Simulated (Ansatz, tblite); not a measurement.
# Si22H28 ring sphere (Si22H28): one state, many levels

The task here is to estimate one member of a computed series from the others.

The runs use Ansatz 0.2.0, Gaussian basis; as each input shows.

Plan: GFN1-xTB, GFN2-xTB, PBE-D4/def2-SVP, r2SCAN-D4/def2-SVP, B2PLYP/def2-SVP, ωB97M-V/def2-SVP, B97M-V/def2-SVP, r2SCAN-D4/def2-mTZVP, HF/STO-3G, HF/6-31G, B3LYP-D4/6-31G, MP2/def2-SVP, RPA/def2-SVP.

## The structure

The singlet was relaxed beforehand with PBE-D4/def2-SVP.

50 atoms, charge 0, spin multiplicity 1.

Bond lengths: Si1–Si14 2.355 Å, Si1–Si15 2.353 Å, Si1–H23 1.509 Å, Si1–H24 1.509 Å, Si2–Si15 2.353 Å, Si2–Si16 2.355 Å, Si2–H25 1.509 Å, Si2–H26 1.509 Å, Si3–Si14 2.355 Å, Si3–Si17 2.354 Å, Si3–H27 1.509 Å, Si3–H28 1.509 Å, Si4–Si14 2.355 Å, Si4–Si18 2.353 Å, Si4–H29 1.509 Å, Si4–H30 1.509 Å, Si5–Si15 2.350 Å, Si5–Si18 2.350 Å and more. Angles: Si14–Si1–Si15 110.0°, Si14–Si1–H23 110.1°, Si14–Si1–H24 110.0°, Si15–Si1–H23 109.3°, Si15–Si1–H24 109.3°, H23–Si1–H24 108.2°, Si15–Si2–Si16 110.0°, Si15–Si2–H25 109.2°, Si15–Si2–H26 109.3°, Si16–Si2–H25 110.0°, Si16–Si2–H26 110.1°, H25–Si2–H26 108.2°, Si14–Si3–Si17 109.4°, Si14–Si3–H27 109.7°, Si14–Si3–H28 109.8°, Si17–Si3–H27 109.8°, Si17–Si3–H28 109.9°, H27–Si3–H28 108.2° and more.

PBE0-D4/def2-SVP was run before; its log isn't repeated, and its numbers join the tables.

Set-up of the first run:

Tight binding, by tblite at 300 K electronic temperature and without a spin-polarisation term:

```python
tblite.interface.Calculator('GFN1-xTB', numbers, positions, charge=0, uhf=0).singlepoint()
```

Tight binding, by tblite at 300 K electronic temperature and without a spin-polarisation term:

```python
tblite.interface.Calculator('GFN2-xTB', numbers, positions, charge=0, uhf=0).singlepoint()
```

start.molden holds the orbitals of an earlier run on this state, given as this run's starting guess.

Contents of in.yaml:

```yaml
crystal:
  periodic: [false, false, false]
  atoms:
    - {symbol: Si, position_ang: [-3.609462, -0.897572, -1.824087]}
    - {symbol: Si, position_ang: [-3.607409, 1.826913, 0.899144]}
    - {symbol: Si, position_ang: [-0.899175, -0.899060, -4.549528]}
    - {symbol: Si, position_ang: [-0.902638, -3.608766, -1.822267]}
    - {symbol: Si, position_ang: [-0.892656, -0.891777, 0.893708]}
    - {symbol: Si, position_ang: [1.822621, -3.609438, 0.900177]}
    - {symbol: Si, position_ang: [1.811806, -0.892323, -1.812906]}
    - {symbol: Si, position_ang: [1.825705, -0.898636, 3.608708]}
    - {symbol: Si, position_ang: [-0.889906, 1.812263, -1.813174]}
    - {symbol: Si, position_ang: [-0.895032, 4.550465, 0.896025]}
    - {symbol: Si, position_ang: [1.814260, 1.812168, 0.889434]}
    - {symbol: Si, position_ang: [-0.897203, 1.826793, 3.608273]}
    - {symbol: Si, position_ang: [4.549539, -0.900241, 0.896899]}
    - {symbol: Si, position_ang: [-2.261346, -2.259385, -3.192901]}
    - {symbol: Si, position_ang: [-2.257109, 0.460688, -0.459430]}
    - {symbol: Si, position_ang: [-2.257025, 3.195940, 2.258529]}
    - {symbol: Si, position_ang: [0.458865, 0.457732, -3.186392]}
    - {symbol: Si, position_ang: [0.458490, -2.257784, -0.459163]}
    - {symbol: Si, position_ang: [0.461193, 0.460822, 2.257487]}
    - {symbol: Si, position_ang: [3.193251, -2.260491, 2.259386]}
    - {symbol: Si, position_ang: [3.186157, 0.457254, -0.460293]}
    - {symbol: Si, position_ang: [0.461127, 3.185342, -0.460744]}
    - {symbol: H, position_ang: [-4.496023, -0.021744, -2.675585]}
    - {symbol: H, position_ang: [-4.492465, -1.756952, -0.952425]}
    - {symbol: H, position_ang: [-4.489641, 0.955811, 1.759895]}
    - {symbol: H, position_ang: [-4.494760, 2.678478, 0.024180]}
    - {symbol: H, position_ang: [-1.763227, -0.034296, -5.434456]}
    - {symbol: H, position_ang: [-0.035493, -1.763846, -5.434782]}
    - {symbol: H, position_ang: [-1.764272, -4.487901, -0.948906]}
    - {symbol: H, position_ang: [-0.029348, -4.499249, -2.672265]}
    - {symbol: H, position_ang: [-1.765554, -1.763756, 1.766844]}
    - {symbol: H, position_ang: [0.950090, -4.490097, 1.761089]}
    - {symbol: H, position_ang: [2.673091, -4.498390, 0.025782]}
    - {symbol: H, position_ang: [2.674770, -1.784972, -2.676013]}
    - {symbol: H, position_ang: [0.953522, -1.757953, 4.491253]}
    - {symbol: H, position_ang: [2.678220, -0.024203, 4.495673]}
    - {symbol: H, position_ang: [-1.781553, 2.676034, -2.676518]}
    - {symbol: H, position_ang: [-1.758827, 5.435761, 0.031393]}
    - {symbol: H, position_ang: [-0.030062, 5.435578, 1.759663]}
    - {symbol: H, position_ang: [2.678611, 2.675645, 1.780365]}
    - {symbol: H, position_ang: [-1.757905, 0.955386, 4.490243]}
    - {symbol: H, position_ang: [-0.022297, 2.678260, 4.495783]}
    - {symbol: H, position_ang: [5.434110, -1.765148, 0.032626]}
    - {symbol: H, position_ang: [5.435357, -0.036070, 1.760628]}
    - {symbol: H, position_ang: [-3.134535, -3.131800, -4.066647]}
    - {symbol: H, position_ang: [-3.128844, 4.071102, 3.130911]}
    - {symbol: H, position_ang: [1.342345, 1.340263, -4.039021]}
    - {symbol: H, position_ang: [4.067335, -3.133222, 3.131938]}
    - {symbol: H, position_ang: [4.038725, 1.339622, -1.344016]}
    - {symbol: H, position_ang: [1.344548, 4.036750, -1.344526]}
basis:
  gaussian: {orbitals: def2-SVP, fitting: {mean_field: def2-universal-jkfit}, initial_orbitals: start.molden}
hamiltonian: {xc: pbe, dispersion: d4}
scf: {omitted_lower_state_checks: [starts]}
output: {orbitals: {seedname: orbitals}}
```

Started as:

```console
ansatz run in.yaml --threads 2 --pin off --events-out ev --progress --plain --max-ram 32768MiB --backend cuda --devices 0, --max-vram 18GiB
```

Among the steps run: PBE-D4/def2-SVP; r2SCAN-D4/def2-SVP; B2PLYP/def2-SVP; ωB97M-V/def2-SVP; B97M-V/def2-SVP; r2SCAN-D4/def2-mTZVP; HF/STO-3G; HF/6-31G; B3LYP-D4/6-31G; MP2/def2-SVP; RPA/def2-SVP.

One table of the session follows, with a row left open; its other results are not shown here.

It belongs to the step «Binding energy». 

| level | binding an atom (eV) |
| --- | --- |
| HF/STO-3G | 3.749 |
| HF/6-31G | 2.035 |
| HF/def2-SVP | ? |
| PBE-D4/def2-SVP | 3.333 |
| r2SCAN-D4/def2-SVP | 3.338 |
| r2SCAN-D4/def2-mTZVP | 3.282 |
| B97M-V/def2-SVP | 3.380 |
| B3LYP-D4/6-31G | 3.024 |
| PBE0-D4/def2-SVP | 3.330 |
| ωB97M-V/def2-SVP | 3.324 |
| MP2/def2-SVP | 3.068 |

Estimate the missing values for HF/def2-SVP.

The run gave: binding an atom (eV): 2.427. In the column «binding an atom (eV)» it lies between HF/6-31G (2.035) and B3LYP-D4/6-31G (3.024).

Caveats from the session: Free atoms were run apart at each level; binding is atoms less cluster, divided by the number of atoms, without zero-point or spin-orbit terms.
